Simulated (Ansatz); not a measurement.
# AlC3: a listed cell, distorted in several ways

A set of self-consistent runs on AlC3 under swapped elements, distortions that keep the symmetry, other functionals, to map its energy surface near the listed cell.

Program: Ansatz 0.2.0. Level of theory: DFT PBEsol, scalar-relativistic, plane waves, PAW, unless a step's input says otherwise. These are calculated values, not measurements.

## 1. The system as given

Symmetry: Pm-3m, No. 221, cubic system. The conventional cell has a = 3.208 Å, b = 3.208 Å, c = 3.208 Å, α = 90.00°, β = 90.00°, γ = 90.00°. Al (site symmetry m-3m) is surrounded by 12 C at 2.27 Å. Around C (site symmetry 4/mmm) lie 4 Al at 2.27 Å and 8 C at 2.27 Å.

As a file:

```
CELL_PARAMETERS angstrom
3.20793 0.00000 0.00000
0.00000 3.20793 0.00000
0.00000 0.00000 3.20793
ATOMIC_POSITIONS crystal
Al 0.00000 0.00000 0.00000
C 0.00000 0.50000 0.50000
C 0.50000 0.00000 0.50000
C 0.50000 0.50000 0.00000
```

The structure comes from the Materials Project (structure only).

## 2. A distortion that keeps the symmetry

What differs from the listed cell: strain xx, yy, zz, yz, xz, xy = +1.7, +1.7, +1.7, +0.0, +0.0, +0.0 %.

Input file input.yaml:

```yaml
crystal:
  lattice:
    - [3.262463793, 0.0, 0.0]
    - [0.0, 3.262463793, 0.0]
    - [0.0, 0.0, 3.262463793]
  atoms:
    - { symbol: Al, position: [0.0, 0.0, 0.0] }
    - { symbol: C, position: [0.0, 0.5, 0.5] }
    - { symbol: C, position: [0.5, 0.0, 0.5] }
    - { symbol: C, position: [0.5, 0.5, 0.0] }
basis:
  ecutwfc: 420
kpoints:
  mp_grid: { grid: [14, 14, 14] }
hamiltonian:
  xc: pbesol
scf:
  occupations: { method: gaussian, width: 0.1 }
output:
  forces: true
  stress: true
  eigenvalues: true
```

Started as:

```
$ ansatz run input.yaml --threads 1 --pin off --max-ram 1331MiB --backend cpu --events-out ev --progress --plain --runs-dir out
```

## 3. Substitution of an element, cell strained: Al → Sc, first probe

Input file input.yaml:

```yaml
crystal:
  lattice:
    - [3.3627963408, 0.0, 0.0]
    - [0.0, 3.3627963408, 0.0]
    - [0.0, 0.0, 3.3627963408]
  atoms:
    - { symbol: Sc, position: [0.0, 0.0, 0.0] }
    - { symbol: C, position: [0.0, 0.5, 0.5] }
    - { symbol: C, position: [0.5, 0.0, 0.5] }
    - { symbol: C, position: [0.5, 0.5, 0.0] }
basis:
  ecutwfc: 420
kpoints:
  mp_grid: { grid: [6, 6, 6] }
hamiltonian:
  xc: pbesol
scf:
  occupations: { method: gaussian, width: 0.1 }
output:
  forces: true
  stress: true
  eigenvalues: true
```

## 4. One element swapped, cell strained: Al → Sc

Edit input.yaml of step 3 so:

```diff
@@ -13,3 +13,3 @@
 kpoints:
-  mp_grid: { grid: [6, 6, 6] }
+  mp_grid: { grid: [12, 12, 12] }
 hamiltonian:
@@ -22 +22,2 @@
   eigenvalues: true
+  populations: true
```

## 5. Another functional, on a distorted cell: LDA

Input file input.yaml:

```yaml
crystal:
  lattice:
    - [3.0819857075, 0.0, 0.0]
    - [0.0, 3.0819857075, 0.0]
    - [0.0, 0.0, 3.0819857075]
  atoms:
    - { symbol: Al, position: [0.0, 0.0, 0.0] }
    - { symbol: C, position: [0.0, 0.5, 0.5] }
    - { symbol: C, position: [0.5, 0.0, 0.5] }
    - { symbol: C, position: [0.5, 0.5, 0.0] }
basis:
  ecutwfc: 420
kpoints:
  mp_grid: { grid: [14, 14, 14] }
hamiltonian:
  xc: lda
scf:
  occupations: { method: gaussian, width: 0.1 }
output:
  forces: true
  stress: true
  eigenvalues: true
```

What does the calculation give? Wanted: for each run, case; energy; pressure; largest force.

The runs gave:

| step | case | energy (meV/atom) | pressure (GPa) | largest force (eV/Å) | gap on the mesh (eV) |
| --- | --- | --- | --- | --- | --- |
| 2 | a distortion that keeps the symmetry | +0.0 | -12.4 | 0.00 | 0.00 |
| 4 | one element swapped, cell strained: Al → Sc | n/a | -12.2 | 0.00 | 0.00 |
| 5 | another functional, on a distorted cell: LDA | n/a | 13.8 | 0.00 | 0.00 |

Energies are counted from step 2, with the smearing taken to zero. Other atoms or functionals have another zero of energy (n/a). A gap of 0.00 means none on the mesh at this level.

What this shows: 
